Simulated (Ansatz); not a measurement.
# Si2H6O + HF: a complex and its separated parts

The complex below is one end of an elementary step. How strongly is it bound against its free parts?

The runs use Ansatz 0.2.0, Gaussian basis; PBE0-D4/def2-TZVP structures, single points in def2-TZVPP, no counterpoise correction.

Levels: SPW92, PBE-D4, BLYP-D4, r2SCAN-D4, B97M-V, PBE0-D4, B3LYP-D4, r2SCAN0-D4, BHLYP-D4, CAM-B3LYP-D4, wB97X-V, wB97M-V, B2PLYP, PBE-QIDH, RPA on PBE, Hartree-Fock, MP2, CCSD, CCSD(T).

Correlated methods freeze the cores. B3LYP uses VWN-RPA correlation. B2PLYP carries no dispersion term here.

94 further runs of the same task are left out: 94 set aside as unsound or not needed.

## (1) The system as given

The complex: 11 atoms, charge 0, spin multiplicity 1.

Atoms are counted from 1 here; the program's logs count them from 0.

Bond lengths: Si1–H3 1.491 Å, Si1–H4 1.483 Å, Si1–O5 1.642 Å, Si1–Si7 2.355 Å, F2–H6 0.932 Å, O5–H8 0.963 Å, Si7–H9 1.487 Å, Si7–H10 1.486 Å, Si7–H11 1.507 Å. Angles: H3–Si1–H4 108.8°, H3–Si1–O5 112.7°, H3–Si1–Si7 107.3°, H4–Si1–O5 107.0°, H4–Si1–Si7 109.1°, O5–Si1–Si7 111.8°, Si1–O5–H8 116.0°, Si1–Si7–H9 112.3°, Si1–Si7–H10 113.1°, Si1–Si7–H11 110.3°, H9–Si7–H10 109.5°, H9–Si7–H11 105.3°, H10–Si7–H11 105.8°.

Coordinates:

```mol
FH7OSi2
  3D, bonds by distance, orders not assigned

 11  9  0  0  0  0  0  0  0  0999 V2000
   -1.0654    0.7342    0.3904 Si  0  0
    0.7633   -2.1476    1.0873 F   0  0
   -2.2495   -0.0432   -0.0755 H   0  0
   -1.4309    2.1704    0.4553 H   0  0
   -0.5710    0.2955    1.8938 O   0  0
    0.9738   -1.8555    0.2276 H   0  0
    0.6388    0.4427   -1.2089 Si  0  0
   -0.1778   -0.5807    1.9708 H   0  0
    0.1634    0.7070   -2.5929 H   0  0
    1.8450    1.2655   -0.9320 H   0  0
    1.1100   -0.9882   -1.2158 H   0  0
  1  3  8  0
  1  4  8  0
  1  5  8  0
  1  7  8  0
  2  6  8  0
  5  8  8  0
  7  9  8  0
  7 10  8  0
  7 11  8  0
M  END
```

Its parts: Si2H6O holds atoms 1, 3, 4, 5, 7, 8, 9, 10, 11; HF holds atoms 2, 6. Each part counts its atoms afresh in its own runs.

## (2) Relaxing Si2H6O alone

relax-a/in.yaml

```yaml
crystal:
  periodic: [false, false, false]
  atoms:
    - {symbol: Si, position_ang: [-1.065404, 0.734198, 0.390431]}
    - {symbol: H, position_ang: [-2.249513, -0.043241, -0.075505]}
    - {symbol: H, position_ang: [-1.430877, 2.170375, 0.455296]}
    - {symbol: O, position_ang: [-0.570973, 0.295464, 1.893766]}
    - {symbol: Si, position_ang: [0.638808, 0.442693, -1.208852]}
    - {symbol: H, position_ang: [-0.177766, -0.580701, 1.970830]}
    - {symbol: H, position_ang: [0.163390, 0.707038, -2.592887]}
    - {symbol: H, position_ang: [1.845049, 1.265459, -0.932036]}
    - {symbol: H, position_ang: [1.110039, -0.988214, -1.215829]}
basis:
  gaussian: {orbitals: def2-TZVP}
hamiltonian: {xc: pbe0, dispersion: d4}
relax: {f_tol: 0.005, max_steps: 200}
```

The run is started by

```console
> ansatz run in.yaml --threads 4 --pin off --events-out ev --progress --plain --max-ram 9574MiB
```

After this run come: Relaxing HF alone; SPW92/def2-TZVPP; PBE-D4/def2-TZVPP; BLYP-D4/def2-TZVPP; r2SCAN-D4/def2-TZVPP; B97M-V/def2-TZVPP; PBE0-D4/def2-TZVPP; B3LYP-D4/def2-TZVPP; r2SCAN0-D4/def2-TZVPP; BHLYP-D4/def2-TZVPP; CAM-B3LYP-D4/def2-TZVPP; wB97X-V/def2-TZVPP; wB97M-V/def2-TZVPP; B2PLYP/def2-TZVPP; PBE-QIDH/def2-TZVPP; RPA on PBE/def2-TZVPP; CCSD(T)/def2-TZVPP; Vibrations of Si2H6O; Vibrations of HF.

Before running it: what results should come out? Wanted: complex less parts, CCSD(T)/def2-TZVPP; with zero-point energy; largest T1 diagnostic.

The runs gave:

| quantity | value |
| --- | --- |
| complex less parts, CCSD(T)/def2-TZVPP | -0.205 eV |
| with zero-point energy | -0.124 eV |
| largest T1 diagnostic | 0.012 |

**Reading.** At CCSD(T) the complex lies 0.205 eV below its parts. The functionals run from B2PLYP, off by -0.001 eV, to SPW92, off by -0.260 eV, against CCSD(T). By rung, the mean size of the error is: LDA 0.260, GGA 0.086, meta-GGA 0.070, hybrid 0.047, range-separated hybrid 0.052, double hybrid 0.002 eV. PBE-D4 gives a relative energy 0.100 eV too low, outside chemical accuracy (1 kcal/mol, 0.043 eV). No counterpoise was applied, and triple zeta lacks some correlation, so the CCSD(T) reference has a basis error of its own, and close matches with it are partly luck.
